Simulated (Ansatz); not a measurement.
# AlClFH4N: the cost of one run

Method: RKS B3LYP/6-31G*, in Ansatz 0.2.0.

### Step 1. The system as given

Bond lengths: Al1–N2 2.270 Å, N2–H3 1.060 Å, N2–H4 1.060 Å, Al1–H5 1.560 Å, Al1–F6 1.690 Å, Al1–Cl7 2.530 Å. Angles: Al1–N2–H3 120.0°, Al1–N2–H4 120.0°, H3–N2–H4 120.0°, N2–Al1–H5 120.0°, N2–Al1–F6 120.0°, N2–Al1–Cl7 71.6°, H5–Al1–F6 120.0°, H5–Al1–Cl7 105.4°, F6–Al1–Cl7 92.8°.

Coordinates:

```xyz
8

Al    0.0000    0.0000    0.0000
N     0.0000    0.0000    2.2700
H    -0.8770   -0.2713    2.8000
H     0.8770    0.2713    2.8000
H     1.3510    0.0000   -0.7800
F    -1.4635    0.0000   -0.8450
Cl   -0.3164    2.3800    0.7978
H    -0.1701    1.2795    2.0062
```

### Step 2. Pulling towards end A

Springs on the bonds that form and break draw the guess towards this end; the thresholds are loose.

input.yaml

```yaml
crystal:
  periodic: [false, false, false]
  atoms:
    - { symbol: Al, position_ang: [0.0, 0.0, 0.0] }
    - { symbol: "N", position_ang: [0.0, 0.0, 2.27] }
    - { symbol: H, position_ang: [-0.877, -0.2713, 2.8] }
    - { symbol: H, position_ang: [0.877, 0.2713, 2.8] }
    - { symbol: H, position_ang: [1.351, 0.0, -0.78] }
    - { symbol: F, position_ang: [-1.4635, 0.0, -0.845] }
    - { symbol: Cl, position_ang: [-0.3164, 2.38, 0.7978] }
    - { symbol: H, position_ang: [-0.1701, 1.2795, 2.0062] }
basis:
  gaussian: { orbitals: "6-31G*" }
hamiltonian:
  xc: b3lyp
relax:
  f_tol: 0.15
  max_steps: 25
  restrain:
    - { distance: [0, 6], at: 3.43, k: 30.0 }
    - { distance: [7, 1], at: 2.26, k: 30.0 }
    - { distance: [0, 1], at: 1.92, k: 30.0 }
    - { distance: [7, 6], at: 1.37, k: 30.0 }
```

Started as:

```bash
ansatz run input.yaml --threads 1 --pin off --max-ram 2048MiB --backend cpu --events-out ev --progress --plain --runs-dir out
```

**Question.** How long does this run take on 1 thread of Arm Neoverse V1, shared host, and how much memory does it need?

About 36 s, with a peak of 0.17 GiB.
